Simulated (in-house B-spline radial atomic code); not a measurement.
**Mo⁺: ionisation energy by several methods**

An exercise on one series of results from a longer session: the logs are not shown, and one member is left open.

The numbers are computed with in-house B-spline radial atomic code version 1 (scalar-relativistic (X2C), several functionals, spin-polarised; spherical all-electron atom at the radial basis limit), except any that are marked as measured or tabulated.

## The atom as given

```
element       : molybdenum (Z = 42)
charge        : +1
electrons     : 41
configuration : [Kr] 4d5
nucleus       : Fermi, rms radius 4.409 fm
```

Outer shells as boxes (Hund's rule):

[Kr] 4d5
```
[Kr] core
4d [↑ ][↑ ][↑ ][↑ ][↑ ]
```

Where spins are not typed, each open shell is filled with up spins first.

Set-up of the first run:

Settings, as recorded:

```ini
Z = 42
electrons = 41.0
configuration = [Kr] 4d5
hamiltonian = x2c
method = tpss,tpss
spin_polarised = True
nucleus = fermi
rms_radius = 4.4091
mass_number = 98
atomic_mass = 97.905403609
speed_of_light = 137.035999084
```

Among the steps run: TPSS; revTPSS; SCAN; PBE; LDA (PW92); BLYP.

One table of the session follows, with a row left open; its other results are not shown here.

| method | ΔSCF (eV) |
| --- | --- |
| LDA (PW92) | ? |
| PBE | 16.537 |
| BLYP | 16.245 |
| TPSS | 16.429 |
| revTPSS | 16.393 |
| SCAN | 16.689 |

Estimate the missing values for LDA (PW92).

As computed: ΔSCF (eV): 16.643. In the column «ΔSCF (eV)» it lies between PBE (16.537) and SCAN (16.689).

Limits of these values: Meta-GGA runs start from a PBE run whose iterations are not counted.
